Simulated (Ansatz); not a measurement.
# CH2ClF3GeO: one species, many methods

The task here is to estimate one member of a computed series from the others.

Computed with Ansatz 0.2.0, Gaussian basis. Level: functionals in def2-TZVPP, the program's frozen cores in correlated methods.

The runs, in order: PBE-D4, r2SCAN-D4, PBE0-D4, B3LYP-D4, ωB97X-V, ωB97M-V, B2PLYP; CCSD(T)/def2-TZVPP; MP2/def2-QZVPP; extrapolation to the limit.

## The geometry

An earlier PBE0-D4 in a triple-zeta def2 set relaxation fixed the geometry.

9 atoms, charge 0, spin multiplicity 1.

Atoms are counted from 1 here; the program's logs count them from 0.

Bond lengths: F1–C2 1.348 Å, C2–F3 1.329 Å, C2–F4 1.335 Å, C2–O5 1.328 Å, O5–Ge6 1.801 Å, Ge6–Cl7 2.131 Å, Ge6–H8 1.523 Å, Ge6–H9 1.526 Å. Angles: F1–C2–F3 107.5°, F1–C2–F4 106.8°, F1–C2–O5 112.4°, F3–C2–F4 107.7°, F3–C2–O5 110.0°, F4–C2–O5 112.2°, C2–O5–Ge6 124.5°, O5–Ge6–Cl7 108.4°, O5–Ge6–H8 101.9°, O5–Ge6–H9 109.2°, Cl7–Ge6–H8 110.0°, Cl7–Ge6–H9 109.0°, H8–Ge6–H9 117.8°.

The first run:

Contents of in.yaml:

```yaml
crystal:
  periodic: [false, false, false]
  atoms:
    - {symbol: F, position_ang: [0.656160, -0.625015, 1.525747]}
    - {symbol: C, position_ang: [-0.585390, -0.198588, 1.217668]}
    - {symbol: F, position_ang: [-1.053210, 0.466416, 2.269474]}
    - {symbol: F, position_ang: [-1.339312, -1.289468, 1.060242]}
    - {symbol: O, position_ang: [-0.600408, 0.581016, 0.142711]}
    - {symbol: Ge, position_ang: [0.557277, 0.446396, -1.229944]}
    - {symbol: Cl, position_ang: [0.361690, -1.496066, -2.085087]}
    - {symbol: H, position_ang: [0.023552, 1.496938, -2.195277]}
    - {symbol: H, position_ang: [1.979630, 0.618370, -0.705545]}
basis:
  gaussian: {orbitals: def2-TZVPP}
hamiltonian: {xc: pbe, dispersion: d4}
output: {forces: true, orbitals: {seedname: orbitals}}
```

Run with:

```sh
ansatz run in.yaml --threads 2 --pin off --events-out ev --progress --plain --max-ram 22528MiB --backend cuda --devices 0, --max-vram 18GiB
```

Among the steps run: PBE-D4 (GGA); r2SCAN-D4 (meta-GGA); PBE0-D4 (hybrid); B3LYP-D4 (hybrid); ωB97X-V (range-separated); ωB97M-V (range-separated); B2PLYP (double hybrid); CCSD(T) in def2-TZVPP; MP2 in def2-QZVPP.

One of the session's tables, all rows but one given; the rest of the session is left out.

It belongs to the step «Atomisation energies». 

| method | atomisation energy (kcal/mol) |
| --- | --- |
| PBE-D4 | 799.0 |
| r2SCAN-D4 | 779.4 |
| PBE0-D4 | 771.0 |
| B3LYP-D4 | 760.6 |
| ωB97X-V | 778.3 |
| ωB97M-V | 773.9 |
| B2PLYP | 758.6 |
| HF/def2-TZVPP | 519.2 |
| MP2/def2-TZVPP | 785.6 |
| CCSD/def2-TZVPP | ? |
| CCSD(T)/def2-TZVPP | 751.9 |
| MP2/CBS | 806.8 |
| CCSD(T)/CBS | 773.1 |

**Question.** Estimate the row for CCSD/def2-TZVPP.

The run gave: atomisation energy (kcal/mol): 734.2. In the column «atomisation energy (kcal/mol)» it lies between HF/def2-TZVPP (519.2) and CCSD(T)/def2-TZVPP (751.9).
